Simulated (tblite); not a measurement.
# C4H14O3Si2: the cost of one run

Computed with tblite 0.8.0 (tight binding) and PySCF 2.14.0 (DFT, with response routines of our own); each step states its level. Atoms count from 0 throughout.

### Step 1. The molecule as given

23 atoms, charge 0, multiplicity 1; geometry from: MMFF94s geometry. This is the first candidate.

Bonds of the start (Å): C0–H10 1.09, C0–H11 1.10, C0–H9 1.11, C0–O1 1.40, C3–H13 1.09, C3–H14 1.10, C3–H15 1.10, C6–H17 1.09, C6–H18 1.10, C6–H19 1.10, C8–H20 1.11, C8–H21 1.09, C8–H22 1.10, O1–Si2 1.68, O4–Si5 1.66, O7–C8 1.41, Si2–C3 1.84, Si2–H12 1.48, Si2–O4 1.65, Si5–C6 1.85, Si5–H16 1.49, Si5–O7 1.68.

### Step 2. GFN2-xTB relaxation, isomer A, conformer 1

The job: settings as JSON, then the geometry in Å.

```
{"job": {"xc": "GFN2-xTB", "basis": "xTB", "kind": "relax"}, "charge": 0, "multiplicity": 1}
C     -3.140900     1.245800    -0.927700
O     -2.725700     0.700500     0.297300
Si    -1.401100    -0.337500     0.305200
C     -1.077300    -1.027500     1.975900
O     -0.103400     0.457400    -0.328100
Si     1.453600     0.141600    -0.792700
C      1.576600    -1.159800    -2.104100
O      2.360500    -0.238500     0.565500
C      2.647800     0.783500     1.495000
H     -4.034300     1.868100    -0.728800
H     -2.379900     1.888300    -1.367400
H     -3.443500     0.461900    -1.634400
H     -1.743800    -1.449200    -0.605600
H     -0.811000    -0.245500     2.692200
H     -1.959100    -1.549000     2.375000
H     -0.250800    -1.748200     1.970200
H      2.020200     1.400100    -1.340800
H      0.996900    -0.888500    -2.986500
H      1.192300    -2.119000    -1.733100
H      2.619300    -1.311800    -2.405400
H      1.722500     1.207600     1.932300
H      3.231300     0.355100     2.308700
H      3.244900     1.591400     1.047300
```

Run with:

```console
$ OMP_NUM_THREADS=1 python ens_run.py task.json out
```

The driver reads the study from task.json and runs its stages one after another.

Q: Estimate the wall time of this first job on 1 thread of Arm Neoverse V1, shared host.

About 4.2 s.
